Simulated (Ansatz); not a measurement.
Task: a geometry optimisation of C₃H₅BO, SMILES CC#CBO, with the Ansatz DFT code, driven from Python. Give the script and its output. Use: PBE0, def2-SVP basis, multiplicity 1, D3BJ dispersion.

Input file `c3h5bo.xyz`:
```text
10

C    -1.03170   -1.97550   -0.17760
C    -0.42900   -0.64740    0.04940
C     0.08160    0.41660    0.23370
B     0.87550    1.77420    0.49470
O     1.15300    2.61930   -0.64410
H    -1.99280   -1.98770    0.43610
H    -0.35800   -2.75220    0.07650
H    -1.32140   -1.99230   -1.26680
H     1.02960    2.13080    1.64600
H     2.07650    2.36300   -0.84510
```

`c3h5bo.py`:
```python
# -*- coding: utf-8 -*-
"""Relax the C3H5BO molecule."""

import ansatz as az
import numpy as np

molecule = az.Crystal.molecule_from_extxyz("c3h5bo.xyz")

job = (
    molecule.calculation()
    .basis(gaussian="def2-SVP")
    .functional("pbe0", dispersion="d3bj")
)
symbols = [site.symbol for site in molecule.cartesian_sites]
start = np.array([site.position_ang for site in molecule.cartesian_sites], dtype=float)
data = job.relax(force_tolerance=0.005).run(threads=1).report
end = np.array(data["positions_ang"])

print(f"E = {data['free_energy_ev']:.6f} eV = {data['free_energy_ev'] / 27.211386246:.7f} Ha")
print("converged:", data["converged"], " doubts:", data["published_state_doubts"] or "none")

print("bond        before    after (A)")
for i, j in [(0, 1), (0, 5), (0, 6), (0, 7), (1, 2), (2, 3), (3, 4), (3, 8), (4, 9)]:
    d0, d1 = (np.linalg.norm(xyz[i] - xyz[j]) for xyz in (start, end))
    print(f"{symbols[i]}{i}-{symbols[j]}{j}".ljust(10), f"{d0:8.4f} {d1:8.4f}")
with open("c3h5bo_opt.xyz", "w") as handle:
    handle.write(f"{len(symbols)}\nrelaxed C3H5BO\n")
    handle.writelines(f"{s:2s} {x:11.6f} {y:11.6f} {z:11.6f}\n" for s, (x, y, z) in zip(symbols, end))
```

```console
$ python c3h5bo.py
E = -5904.363299 eV = -216.9813491 Ha
converged: True  doubts: none
bond        before    after (A)
C0-C1        1.4760   1.4502
C0-H5        1.1404   1.1016
C0-H6        1.0591   1.1014
C0-H7        1.1272   1.1011
C1-C2        1.1945   1.2199
C2-B3        1.5942   1.5243
B3-O4        1.4450   1.3529
B3-H8        1.2151   1.2146
O4-H9        0.9793   0.9620
```

File `c3h5bo_opt.xyz` afterwards:
```text
10
relaxed C3H5BO
C    -1.128840   -1.960330   -0.153634
C    -0.395343   -0.718553   -0.001762
C     0.219665    0.327993    0.119614
B     0.992828    1.623429    0.337417
O     1.270117    2.421114   -0.719518
H    -2.137821   -1.869088    0.278928
H    -0.618588   -2.785970    0.366905
H    -1.238223   -2.237586   -1.213634
H     1.358913    1.939872    1.451420
H     1.760592    3.207919   -0.462935
```

Reading the output:
- These settings explore the input space; basis and method may be short of convergence.
- The end point is the stationary point reached from this start; no frequency run checks that it is a minimum, and the basis set is modest.
- Finished in 47 s on 1 thread of Arm Neoverse V1, with other jobs on the host, peak memory 0.26 GiB.

(A comment or docstring line of the script was reworded after the run, the code is as it ran; lines on the test bed's own set-up are left out of the output.)
